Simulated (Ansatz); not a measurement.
Ta3AsAu2O13:

```
CELL_PARAMETERS angstrom
5.40201 0.00000 0.00000
-2.01800 5.60729 0.00000
-0.72047 -1.86882 8.44060
ATOMIC_POSITIONS crystal
Ta 0.37386 0.58885 0.59831
Ta 0.46236 0.26627 0.18689
Ta 0.70830 0.86746 0.02761
As 0.97877 0.98236 0.65371
Au 0.10388 0.53998 0.17237
Au 0.66302 0.32022 0.80522
O 0.06196 0.03577 0.14158
O 0.98182 0.01457 0.85130
O 0.11152 0.27055 0.61508
O 0.16027 0.81199 0.58364
O 0.43055 0.53360 0.06777
O 0.91171 0.61275 0.98081
O 0.60406 0.15754 0.98626
O 0.55565 0.98713 0.20984
O 0.30756 0.45473 0.35006
O 0.79668 0.50556 0.28659
O 0.66380 0.88131 0.55106
O 0.47145 0.71751 0.81742
O 0.65279 0.45184 0.61449
```

The cell was built by a generator and needn't be a form met in nature.

```yaml
Program: Ansatz 0.2.0
Task: relaxation of cell and atoms
Functional: PBE
Dispersion: D3(BJ)
Potentials_or_basis: Ansatz PAW
Cutoff: "420 eV (not typed: the program's choice for these potentials)"
k_mesh: 4 × 4 × 3
Occupations: fermi-dirac, width 0.05 eV
Spin: no spin polarisation
```

At the start: volume 13.46 Å³/atom.

Where does the relaxation end?

It ends after 15 steps and the volume is 13.03 Å³/atom (-3.2 %); space group P1 (No. 1, to 0.05 Å).

The path:
```
step  energy change (eV)  largest force (eV/Å)  volume (Å³)
   1              0.0000                0.0222       255.67
   2             -0.0695                0.2304       248.83
   3             -0.0751                0.1469       249.38
   4             -0.0796                0.1078       249.18
   5             -0.0863                0.0435       248.36
   6             -0.0871                0.0239       248.24
   7             -0.0877                0.0238       248.16
   8             -0.0878                0.0285       248.16
   9             -0.0879                0.0229       248.15
  10             -0.0881                0.0160       248.12
  11             -0.0881                0.0093       248.13
  12             -0.0633                0.0093       248.13
  13             -0.0668                0.0173       247.33
  14             -0.0662                0.0101       247.50
  15             -0.0636                0.0101       247.50
```

Final structure:
```
Ta As Au O
1.0
     5.36893    0.01517   -0.00689
    -1.98990    5.55316    0.00148
    -0.73208   -1.85633    8.29428
Ta As Au O
3 1 2 13
Direct
  0.36766 0.59001 0.59797
  0.46613 0.26243 0.18860
  0.71340 0.86441 0.03108
  0.97405 0.98300 0.65545
  0.10382 0.53897 0.16835
  0.65566 0.30990 0.79697
  0.07032 0.02994 0.14852
  0.98750 0.01372 0.85642
  0.11109 0.27308 0.61730
  0.15147 0.81203 0.57759
  0.42952 0.52769 0.06390
  0.90970 0.60662 0.97297
  0.60257 0.15159 0.98473
  0.56885 0.98792 0.21847
  0.31011 0.45989 0.34946
  0.80016 0.51331 0.28710
  0.65459 0.90075 0.55801
  0.46888 0.71714 0.81942
  0.65452 0.45758 0.60770
```

Caveat: the plane-wave basis is chosen anew once the cell has moved, so the energies of steps on either side of that aren't comparable; the pressure holds a Pulay correction of +0.7 GPa for the finite cutoff.
